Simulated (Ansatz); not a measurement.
# CH3FGe: the cost of one run

Program: Ansatz 0.2.0 through its Python package. The levels of theory stand in the script. These are calculated values, not measurements.

## Step 1: The structure

Bond lengths: C1–Ge2 1.880 Å, Ge2–F3 1.754 Å, C1–H4 1.168 Å, C1–H5 1.123 Å, C1–H6 1.107 Å. Angles: C1–Ge2–F3 107.8°, Ge2–C1–H4 108.3°, Ge2–C1–H5 112.7°, Ge2–C1–H6 114.0°, H4–C1–H5 108.5°, H4–C1–H6 106.1°, H5–C1–H6 107.1°.

The script holds or builds the structure itself.

## Step 2: The script

Contents of run_basis.py:

```python
"""Basis-set convergence for CH3FGe."""

import ansatz as az

GEOMETRY = """
C    -0.31470    0.41780   -0.20220
Ge    1.24360   -0.28870    0.57770
F     1.04530   -2.02720    0.69490
H    -0.18310    1.57460   -0.30030
H    -1.23450    0.21500    0.40880
H    -0.51450    0.04450   -1.22500
"""

ch3fge = az.Crystal.molecule()
for line in GEOMETRY.strip().splitlines():
    symbol, *xyz = line.split()
    ch3fge = ch3fge.atom(symbol, [float(v) for v in xyz])

base = ch3fge.calculation().functional("PBE0")

energies = {}
for basis in ["cc-pVDZ", "cc-pVTZ"]:
    rep = base.basis(gaussian=basis).run(threads=1, backend="cpu").report
    size = rep["n_frozen"] + rep["n_occupied"][0] + rep["n_virtual"][0]
    energies[basis] = (rep["reference_energy_ev"] / 27.211386246, rep["free_energy_ev"] / 27.211386246)
    print(f"{basis:14s} {size:4d} orbitals  reference {energies[basis][0]:14.6f} Ha  total {energies[basis][1]:14.6f} Ha")

last = energies["cc-pVTZ"][1]
for basis, (_, total) in energies.items():
    print(f"{basis:14s} lies {27.211386 * (total - last):9.4f} eV above cc-pVTZ")
```

## Step 3: The input behind the calls

The package turns the script's settings into the engine's input (first run):

```yaml
crystal:
  periodic: [false, false, false]
  atoms:
    - { symbol: C, position_ang: [-0.3147, 0.4178, -0.2022] }
    - { symbol: Ge, position_ang: [1.2436, -0.2887, 0.5777] }
    - { symbol: F, position_ang: [1.0453, -2.0272, 0.6949] }
    - { symbol: H, position_ang: [-0.1831, 1.5746, -0.3003] }
    - { symbol: H, position_ang: [-1.2345, 0.215, 0.4088] }
    - { symbol: H, position_ang: [-0.5145, 0.0445, -1.225] }
basis:
  gaussian:
    orbitals: cc-pVDZ
hamiltonian:
  xc: pbe0
```

## Step 4: Running it

Started as:

```console
$ python run_basis.py
```

What time and memory should one allow on 1 thread of Arm Neoverse V2, shared host?

About 5 s, with a peak of 0.32 GiB.
